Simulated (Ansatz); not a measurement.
The system is Hf2Pd2Se2Br2O3.

```
CELL_PARAMETERS angstrom
5.76070 0.00000 0.00000
-0.52247 5.84720 0.00000
-1.48845 -0.88663 6.65037
ATOMIC_POSITIONS crystal
Hf 0.74540 0.39602 0.34989
Hf 0.28763 0.45322 0.59401
Pd 0.90854 0.13294 0.84849
Pd 0.25249 0.90323 0.35874
Se 0.63469 0.40355 0.93716
Se 0.62597 0.78174 0.53023
Br 0.85273 0.99089 0.15355
Br 0.22526 0.82084 0.86223
O 0.96040 0.28925 0.59026
O 0.43233 0.24524 0.40864
O 0.07457 0.58308 0.36682
```

The cell was built by a generator and needn't be a form met in nature.

| Item | Value |
| --- | --- |
| Program | Ansatz 0.2.0 |
| Task | relaxation of cell and atoms |
| Functional | r2SCAN |
| Dispersion | rVV10 |
| Potentials or basis | Ansatz PAW |
| Cutoff | 500 eV (not typed: the program's choice for these potentials) |
| k mesh | 4 × 4 × 3 |
| Occupations | fermi-dirac, width 0.05 eV |
| Spin | no spin polarisation |

At the start: volume 20.36 Å³/atom.

Question: Where does the relaxation end?

Answer: It ends after 7 steps and the volume is 19.57 Å³/atom (-3.9 %); space group P1 (No. 1, to 0.05 Å).

Step by step:
```
step  energy change (eV)  largest force (eV/Å)  volume (Å³)
   1              0.0000                0.2360       224.01
   2             -0.0095                0.4261       209.33
   3             -0.0936                0.0744       215.90
   4             -0.0953                0.0581       215.43
   5             -0.0960                0.0174       215.23
   6             -0.0961                0.0032       215.22
   7             -0.0925                0.0031       215.22
```

Final structure:
```
CELL_PARAMETERS angstrom
5.68096 -0.01889 -0.00329
-0.53441 5.79343 -0.02371
-1.46874 -0.90064 6.54582
ATOMIC_POSITIONS crystal
Hf 0.74421 0.39413 0.34741
Hf 0.28933 0.45382 0.59662
Pd 0.91103 0.13561 0.85081
Pd 0.25102 0.90201 0.35868
Se 0.63540 0.40574 0.93622
Se 0.62783 0.78279 0.52754
Br 0.84851 0.98756 0.15339
Br 0.22693 0.82502 0.86494
O 0.96001 0.28951 0.59178
O 0.42976 0.24294 0.40747
O 0.07599 0.58088 0.36515
```

Caveat: the plane-wave basis is chosen anew once the cell has moved, so the energies of steps on either side of that aren't comparable; the PAW data sets come from PBE, with cores solved anew for the run's functional, which leaves a small shift of forces and pressure.
